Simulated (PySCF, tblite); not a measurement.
# C₆H₁₃NSi: geometry, infrared bands and NMR shifts

Wanted: the infrared bands and NMR shifts of C₆H₁₃NSi (`C=N[C@@]1([SiH3])C[C@@H]1CC`), by calculation.

Computed with tblite 0.8.0 and PySCF 2.14.0, with density-fitted response routines of our own, on a single molecule in the gas phase. Atoms are numbered from 0 throughout.

## (1) The starting structure

21 atoms, charge 0, multiplicity 1; geometry from: force field or distance geometry start.

Bonds of the start (Å): C0–N1 1.27, N1–C2 1.44, C2–Si3 1.86, C2–C4 1.49, C4–C5 1.51, C5–C6 1.52, C6–C7 1.52, C5–C2 1.48, C0–H8 1.08, C0–H9 1.08, Si3–H10 1.49, Si3–H11 1.44, Si3–H12 1.48, C4–H13 1.12, C4–H14 1.14, C5–H15 1.13, C6–H16 1.09, C6–H17 1.12, C7–H18 1.11, C7–H19 1.11, C7–H20 1.12.

## (2) Relaxing the molecule with GFN2-xTB

The job: settings as JSON, then the geometry in Å.

```
{"job": {"kind": "relax", "xc": "GFN2-xTB", "basis": "xTB"}, "charge": 0, "multiplicity": 1}
C     -2.487400     1.810500     0.732300
N     -1.659700     1.034100     1.296100
C     -0.850600     0.210900     0.427000
Si    -1.744200    -1.296200    -0.188400
C     -0.049200     1.051200    -0.506500
C      0.624600     0.196100     0.534800
C      1.450900    -0.898200    -0.117200
C      2.909000    -0.597100     0.209600
H     -3.132800     2.461000     1.310100
H     -2.581100     1.834000    -0.343600
H     -1.631000    -2.310900     0.902200
H     -1.189700    -1.825200    -1.412400
H     -3.192600    -0.994100    -0.266600
H      0.087400     0.765100    -1.580600
H      0.100400     2.156600    -0.281900
H      1.036200     0.706500     1.453900
H      1.123000    -1.875500     0.251800
H      1.342600    -0.858900    -1.233700
H      3.344400    -1.404800     0.839500
H      3.516800    -0.474500    -0.707300
H      2.973900     0.326200     0.835200
```

The run is started by

```bash
> OMP_NUM_THREADS=1 python probes_run.py task.json out
```

One launch serves the whole session: the jobs run in the order shown.

**Question.** This job is followed by: GFN2-xTB harmonic vibrations, gas phase; GIAO PBE0/pcSseg-1 NMR shielding, non-relativistic, gas phase. What will the session give for the following? strongest single infrared mode (GFN2-xTB); zero-point energy (GFN2-xTB); 13C shifts against TMS (PBE0/pcSseg-1); 1H shifts against TMS (PBE0/pcSseg-1, means over atoms taken as alike); 15N shifts against NH3 (PBE0/pcSseg-1); 29Si shifts against TMS (PBE0/pcSseg-1); surface potential, 1st and 99th percentile.

The runs gave:

| quantity | value |
| --- | --- |
| strongest single infrared mode (GFN2-xTB) | 2234 cm⁻¹, 313 km/mol |
| zero-point energy (GFN2-xTB) | 106.5 kcal/mol |
| 13C shifts against TMS (PBE0/pcSseg-1) | 151.9, 45.6, 31.7, 29.3, 15.5, 12.7 ppm |
| 1H shifts against TMS (PBE0/pcSseg-1, means over atoms taken as alike) | 7.55, 7.29, 3.99, 2.34, 1.45, 1.13, 0.89, 0.51, 0.19 ppm |
| 15N shifts against NH3 (PBE0/pcSseg-1) | 423.6 ppm |
| 29Si shifts against TMS (PBE0/pcSseg-1) | -60.1 ppm |
| surface potential, 1st and 99th percentile | -1.51 V and 0.85 V |

Over 107 steps the energy fell by 0.885 eV; of the close pairs, C4–H14 changed most, 1.138 to 1.081 Å. No mode is imaginary among the 57: a minimum at this level. The strongest single mode, at 2234 cm⁻¹, moves mainly H11. Unscaled tight-binding wavenumbers are off by several per cent, some by more. Its intensities can rank the bands wrongly. At PBE0/pcSseg-1: Shielding is most anisotropic at N1 (span 832 ppm, paramagnetic term -484 ppm). At PBE0/pcSseg-1, counted by nearest atom on the grid, the HOMO lies on N1 49 %; C2, C4 about 13 % each, the LUMO on N1 33 %; C0 31 %.
